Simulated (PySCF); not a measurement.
**CH₃BF₄Si: electronic excitations and core binding energies**

Aim: predict the electronic excitations and core binding energies of CH₃BF₄Si (`FB[SiH2]C(F)(F)F`).

Computed with PySCF 2.14.0, with density-fitted response routines of our own, on a single molecule in the gas phase. Atoms count from 0, in the outputs and in this text.

**1. The starting structure**

10 atoms, charge 0, multiplicity 1; geometry from: GFN2-xTB.

Bonds of the start (Å): F0–B1 1.31, B1–Si2 1.98, Si2–C3 1.96, C3–F4 1.35, C3–F5 1.35, C3–F6 1.34, B1–H7 1.18, Si2–H8 1.47, Si2–H9 1.47.

**2. Excited states and response: PBE0/def2-SVPD**

The job: settings as JSON, then the geometry in Å.

```
{"job": {"kind": "uv", "xc": "PBE0", "basis": "def2-SVPD", "nstates": 8, "ntriplets": 3}, "charge": 0, "multiplicity": 1}
F      2.948591     0.378049    -0.233533
B      1.806798    -0.265423    -0.271677
Si     0.131976     0.792297    -0.192283
C     -1.323397    -0.411996     0.319121
F     -1.106370    -0.993701     1.520422
F     -1.469548    -1.427249    -0.560919
F     -2.525609     0.184143     0.405076
H      1.905528    -1.434866    -0.368799
H     -0.373074     1.334874    -1.460904
H      0.013987     1.848528     0.820969
```

Level: TDDFT PBE0/def2-SVPD, vertical, gas phase, core orbitals frozen in the response.

The run is started by

```console
$ OMP_NUM_THREADS=1 python probes_run.py task.json out
```

The driver reads the jobs from task.json and runs them one after another.

**Question.** This job is followed by: delta-SCF UKS SCAN, pcX-2 on the ionised atom, pcseg-1 elsewhere, spin-free X2C. What will the session give for the following? lowest singlet (PBE0/def2-SVPD); brightest single state of those computed; lowest triplet; surface potential, 1st and 99th percentile; F1s binding energies, SCAN/pcX-2; Si1s binding energies, SCAN/pcX-2; Si2p binding energies, SCAN/pcX-2; C1s binding energies, SCAN/pcX-2.

The runs gave:

| quantity | value |
| --- | --- |
| lowest singlet (PBE0/def2-SVPD) | 4.85 eV (256 nm), f = 0.004 |
| brightest single state of those computed | state 4, 7.43 eV, f = 0.071 |
| lowest triplet | 3.99 eV |
| surface potential, 1st and 99th percentile | -0.65 V and 2.13 V |
| F1s binding energies, SCAN/pcX-2 | F0 693.96, F4 693.60 eV |
| Si1s binding energies, SCAN/pcX-2 | Si2 1847.06 eV |
| Si2p binding energies, SCAN/pcX-2 | Si2 107.65 eV |
| C1s binding energies, SCAN/pcX-2 | C3 297.40 eV |

In words: The lowest singlet, at 4.85 eV, is HOMO→LUMO 0.96 and is weak; of the 8 states computed, the strongest absorption comes from states 5 to 6 together at 8.24 eV. The lowest triplet lies 0.85 eV below the lowest singlet (triplets in Tamm-Dancoff, singlets in full TDDFT). At PBE0/def2-SVPD, counted by nearest atom on the grid, the HOMO lies on B1 25 %; Si2 21 %, the LUMO on B1 54 %; H7 12 %. The F1s levels kept as sound span 0.36 eV, from F4 (fluorine of a CF3 group) up to F0 (fluorine bonded to B).
